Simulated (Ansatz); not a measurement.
**GeH7NSn: how energies converge with the basis set**

One table from this session's results is given with a row withheld; the runs are named, their logs left out.

The runs use Ansatz 0.2.0, Gaussian basis; one geometry, several basis sets.

Levels to be run: PBE0-D4/def2-SVP; ωB97M-V/def2-SVP; PBE0-D4/def2-QZVPP; ωB97M-V/def2-QZVPP; the functionals' def2-TZVPP values are taken from earlier runs.

**The geometry**

An earlier PBE0-D4 in a triple-zeta def2 set relaxation fixed the geometry. Sn takes the def2 core potential; no spin-orbit term is included.

SMILES `[NH2][GeH2][SnH3]`, 10 atoms, charge 0, spin multiplicity 1.

Atoms are counted from 1 here; the program's logs count them from 0.

Bond lengths: N1–Ge2 1.850 Å, N1–H4 1.011 Å, N1–H5 1.012 Å, Ge2–Sn3 2.598 Å, Ge2–H6 1.539 Å, Ge2–H7 1.551 Å, Sn3–H8 1.710 Å, Sn3–H9 1.706 Å, Sn3–H10 1.708 Å. Angles: Ge2–N1–H4 113.5°, Ge2–N1–H5 113.4°, H4–N1–H5 108.0°, N1–Ge2–Sn3 106.7°, N1–Ge2–H6 106.0°, N1–Ge2–H7 113.9°, Sn3–Ge2–H6 112.0°, Sn3–Ge2–H7 110.6°, H6–Ge2–H7 107.6°, Ge2–Sn3–H8 109.7°, Ge2–Sn3–H9 111.1°, Ge2–Sn3–H10 111.1°, H8–Sn3–H9 108.3°, H8–Sn3–H10 108.0°, H9–Sn3–H10 108.5°.

The first run:

in.yaml

```yaml
crystal:
  periodic: [false, false, false]
  atoms:
    - {symbol: N, position_ang: [-1.678685, 0.504306, -0.791100]}
    - {symbol: Ge, position_ang: [0.106729, 0.863048, -0.466675]}
    - {symbol: Sn, position_ang: [0.980109, -1.032853, 1.080316]}
    - {symbol: H, position_ang: [-1.833005, -0.374330, -1.267356]}
    - {symbol: H, position_ang: [-2.145887, 1.231705, -1.316654]}
    - {symbol: H, position_ang: [0.144151, 2.236906, 0.226932]}
    - {symbol: H, position_ang: [0.971248, 0.961855, -1.751048]}
    - {symbol: H, position_ang: [0.535095, -2.553294, 0.437719]}
    - {symbol: H, position_ang: [0.320141, -0.899506, 2.647602]}
    - {symbol: H, position_ang: [2.683204, -0.988934, 1.203365]}
basis:
  gaussian: {orbitals: def2-SVP}
hamiltonian: {xc: pbe0, dispersion: d4}
output: {orbitals: {seedname: orbitals}}
```

The run is started by

```bash
> ansatz run in.yaml --threads 4 --pin off --events-out ev --progress --plain --max-ram 10444MiB
```

Among the steps run: PBE0-D4 in def2-SVP; ωB97M-V in def2-SVP; PBE0-D4 in def2-QZVPP; ωB97M-V in def2-QZVPP.

One of the session's tables, all rows but one given; the rest of the session is left out.

It belongs to the step «Density functionals: the series». 

```
functional       basis  HOMO (eV)  LUMO (eV)
   PBE0-D4    def2-SVP          ?          ?
   PBE0-D4  def2-TZVPP      -7.26      -0.17
   PBE0-D4  def2-QZVPP      -7.30      -0.34
   ωB97M-V    def2-SVP      -9.26       1.86
   ωB97M-V  def2-TZVPP      -9.45       1.38
   ωB97M-V  def2-QZVPP      -9.48       1.00
```

**Question.** Estimate the row for PBE0-D4, def2-SVP.

**Answer.** HOMO (eV): -7.06; LUMO (eV): 0.12. In the column «HOMO (eV)» it is the highest.
